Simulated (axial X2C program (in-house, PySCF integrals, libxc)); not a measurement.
**A two-component session on ScSi: properties at the nuclei**

Aim: properties at the nuclei of ScSi, with spin–orbit coupling in the Hamiltonian from the start.

Method: two-component X2C with atomic mean-field terms, Sc dyall-cv3z, Si dyall-v3z; program: an in-house X2C program for linear molecules on PySCF integrals.

All values are calculated.

## (1) Set-up

task.json reads:

```json
{
 "zs": [
  21,
  14
 ],
 "q": 0,
 "bas": [
  "dyall-cv3z",
  "dyall-v3z"
 ],
 "r0": 2.64,
 "levels": [
  "PBE0",
  "HF",
  "BP86",
  "LDA",
  "PBE"
 ],
 "nst": 3
}
```

Keys: zs atomic numbers; q charge; bas basis sets; r0 starting distance in Å; levels methods (HF also brings MP2); nst determinants followed.

The run is started by

```console
> python soeom.py task.json out
```

Further steps of the session: Expectation values, lowest determinant; Expectation values, a higher determinant; Expectation values, a higher determinant.

Before running it: what results should come out? Wanted: lowest determinant; Eeff magnitude; Ws magnitude Sc; A∥/gI Sc; qzz Sc; higher determinant (for each run or level that gives them).

As calculated:

```
                                        quantity                                                  value
                              lowest determinant                Ω = 3/2 (excess of +ω over −ω: ω = 3/2)
                    Eeff magnitude (GV/cm), PBE0                                                 0.0353
                     Ws magnitude Sc (kHz), PBE0                                                 0.0143
                            A∥/gI Sc (MHz), PBE0                                                     77
                             qzz Sc (a.u.), PBE0                                                  -0.77
                              higher determinant  Ω = 1/2 (excess of +ω over −ω: 2 × ω = -1/2, ω = 3/2)
Eeff magnitude (GV/cm), PBE0, higher determinant                                                  0.324
 Ws magnitude Sc (kHz), PBE0, higher determinant                                                  0.241
        A∥/gI Sc (MHz), PBE0, higher determinant                                                   -757
         qzz Sc (a.u.), PBE0, higher determinant                                                  -0.88
                              higher determinant                Ω = 1/2 (excess of +ω over −ω: ω = 1/2)
Eeff magnitude (GV/cm), PBE0, higher determinant                                                  0.398
 Ws magnitude Sc (kHz), PBE0, higher determinant                                                  0.276
        A∥/gI Sc (MHz), PBE0, higher determinant                                                   1040
         qzz Sc (a.u.), PBE0, higher determinant                                                  -0.71
```

In the first state, the effective field runs from 0.0353 to 0.747 GV/cm over the mean-field levels, so the levels don't agree on it. The expectation values come from single determinants, which for open shells can mix terms of unlike spin or miss the lowest Ω, so a determinant need not be a state. Eeff is the effective electric field on the electron dipole moment in this Ω state and Ws the scalar–pseudoscalar constant (defined with the proton number Z and per Ω); A∥ is the parallel hyperfine constant, which follows by multiplying with the nuclear g factor gI = μI/(I μN); qzz is the electric field gradient, eQq0 = 234.96 MHz × Q/barn × qzz; μ is positive if Si is the positive end. The operators were transformed with the bare-nucleus X2C matrices. A second determinant lies within 0.1 eV of the first.
